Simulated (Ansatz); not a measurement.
# EuTiO3: the cost of one run

Program: Ansatz 0.2.0. Level of theory: DFT PBEsol+U (U_eff = 3 eV on Eu f, around-mean-field double counting), plane waves, PAW, no spin–orbit coupling unless a run says so. These are calculated values, not measurements.

3 further runs of the same task are left out: 3 that didn't finish.

## Step 1: Starting point

Symmetry: I4/mcm, No. 140, tetragonal system. Conventional cell: a = 5.481 Å, b = 5.481 Å, c = 7.876 Å, α = 90.00°, β = 90.00°, γ = 90.00°. Eu (site symmetry -42m) is surrounded by 8 O at 2.54 to 2.74 Å. Around O (site symmetry 422) lie 2 Ti at 1.97 Å and 4 Eu at 2.74 Å. Around O (site symmetry m2m) lie 2 Ti at 1.97 Å and 2 Eu at 2.54 Å. Ti (site symmetry 4/m) has 6 O at 1.97 Å as nearest neighbours.

Coordinates:

```xyz
10
Lattice="-2.7405 2.7405 3.9382 2.7405 -2.7405 3.9382 2.7405 2.7405 -3.9382" Properties=species:S:1:pos:R:3 pbc="T T T"
Eu    0.0000    2.7405    1.9691
Eu    2.7405    0.0000    1.9691
O     0.0000    0.0000    5.9073
O     0.0000    0.0000    1.9691
O     3.8803    1.1397    0.0000
O    -1.1397    1.6008    3.9382
O     1.6008    1.1397    3.9382
O     1.1397    1.6008    0.0000
Ti    0.0000    0.0000    0.0000
Ti    0.0000    0.0000    3.9382
```

An earlier series on this cell reached its lowest free state from «antiferromagnetic start, free», perhaps among other starts.

## Step 2: Total moment locked, 10.50 μB per cell

Input file input.yaml:

```yaml
crystal:
  lattice:
    - [-2.74054765, 2.74054765, 3.93818328]
    - [2.74054765, -2.74054765, 3.93818328]
    - [2.74054765, 2.74054765, -3.93818328]
  atoms:
    - { symbol: Eu, position: [0.75, 0.25, 0.5], spin: 5.25 }
    - { symbol: Eu, position: [0.25, 0.75, 0.5], spin: 5.25 }
    - { symbol: O, position: [0.75, 0.75, 0.0] }
    - { symbol: O, position: [0.25, 0.25, 0.0] }
    - { symbol: O, position: [0.20793427, 0.70793427, 0.91586854] }
    - { symbol: O, position: [0.79206573, 0.29206573, 0.08413146] }
    - { symbol: O, position: [0.70793427, 0.79206573, 0.5] }
    - { symbol: O, position: [0.29206573, 0.20793427, 0.5] }
    - { symbol: Ti, position: [0.0, 0.0, 0.0] }
    - { symbol: Ti, position: [0.5, 0.5, 0.0] }
basis:
  ecutwfc: 420
  ecutrho_ratio: 4
kpoints:
  mp_grid: { grid: [5, 5, 5] }
hamiltonian:
  xc: pbesol
  hubbard:
    sites:
      - { site: 0, l: f, u_eff: 3.0, starting_ns: [{ spin: up, occupation_matrix: s0up }, { spin: down, occupation_matrix: s0down }] }
      - { site: 1, l: f, u_eff: 3.0, starting_ns: [{ spin: up, occupation_matrix: s1up }, { spin: down, occupation_matrix: s1down }] }
    double_counting: amf
    occupation_matrices:
      s0up:
        matrix:
          - [0.97, 0.0, 0.0, 0.0, 0.0, 0.0, 0.0]
          - [0.0, 0.97, 0.0, 0.0, 0.0, 0.0, 0.0]
          - [0.0, 0.0, 0.97, 0.0, 0.0, 0.0, 0.0]
          - [0.0, 0.0, 0.0, 0.97, 0.0, 0.0, 0.0]
          - [0.0, 0.0, 0.0, 0.0, 0.97, 0.0, 0.0]
          - [0.0, 0.0, 0.0, 0.0, 0.0, 0.97, 0.0]
          - [0.0, 0.0, 0.0, 0.0, 0.0, 0.0, 0.97]
      s0down:
        matrix:
          - [0.02, 0.0, 0.0, 0.0, 0.0, 0.0, 0.0]
          - [0.0, 0.02, 0.0, 0.0, 0.0, 0.0, 0.0]
          - [0.0, 0.0, 0.02, 0.0, 0.0, 0.0, 0.0]
          - [0.0, 0.0, 0.0, 0.02, 0.0, 0.0, 0.0]
          - [0.0, 0.0, 0.0, 0.0, 0.02, 0.0, 0.0]
          - [0.0, 0.0, 0.0, 0.0, 0.0, 0.02, 0.0]
          - [0.0, 0.0, 0.0, 0.0, 0.0, 0.0, 0.02]
      s1up:
        matrix:
          - [0.97, 0.0, 0.0, 0.0, 0.0, 0.0, 0.0]
          - [0.0, 0.97, 0.0, 0.0, 0.0, 0.0, 0.0]
          - [0.0, 0.0, 0.97, 0.0, 0.0, 0.0, 0.0]
          - [0.0, 0.0, 0.0, 0.97, 0.0, 0.0, 0.0]
          - [0.0, 0.0, 0.0, 0.0, 0.97, 0.0, 0.0]
          - [0.0, 0.0, 0.0, 0.0, 0.0, 0.97, 0.0]
          - [0.0, 0.0, 0.0, 0.0, 0.0, 0.0, 0.97]
      s1down:
        matrix:
          - [0.02, 0.0, 0.0, 0.0, 0.0, 0.0, 0.0]
          - [0.0, 0.02, 0.0, 0.0, 0.0, 0.0, 0.0]
          - [0.0, 0.0, 0.02, 0.0, 0.0, 0.0, 0.0]
          - [0.0, 0.0, 0.0, 0.02, 0.0, 0.0, 0.0]
          - [0.0, 0.0, 0.0, 0.0, 0.02, 0.0, 0.0]
          - [0.0, 0.0, 0.0, 0.0, 0.0, 0.02, 0.0]
          - [0.0, 0.0, 0.0, 0.0, 0.0, 0.0, 0.02]
    ns_hold: { iters: 8 }
scf:
  occupations: { method: gaussian, width: 0.05 }
  lower_state_search: "off"
  max_iter: 150
output:
  forces: true
  stress: true
  eigenvalues: true
  populations: true
  hubbard: { sites: [{ site: 0, l: f }, { site: 1, l: f }] }
magnetization:
  spin_polarized: true
  initial_magnetization: 10.5
  spin_locking: { lock_magnetization: hard }
```

At this filling each channel is wholly full or empty, so no choice of orbitals remains. The typed matrices put 0.97 on the chosen orbitals and 0.02 on the others, and are held for 8 cycles. The lock stays on to the end, so the result is a constrained state.

The run is started by

```sh
$ ansatz run input.yaml --threads 8 --pin off --max-ram 12288MiB --backend cpu --events-out ev --progress --plain --runs-dir out
```

What time and memory should one allow on 8 threads of Arm Neoverse N1, shared host?

About 16 s, with a peak of 0.92 GiB.
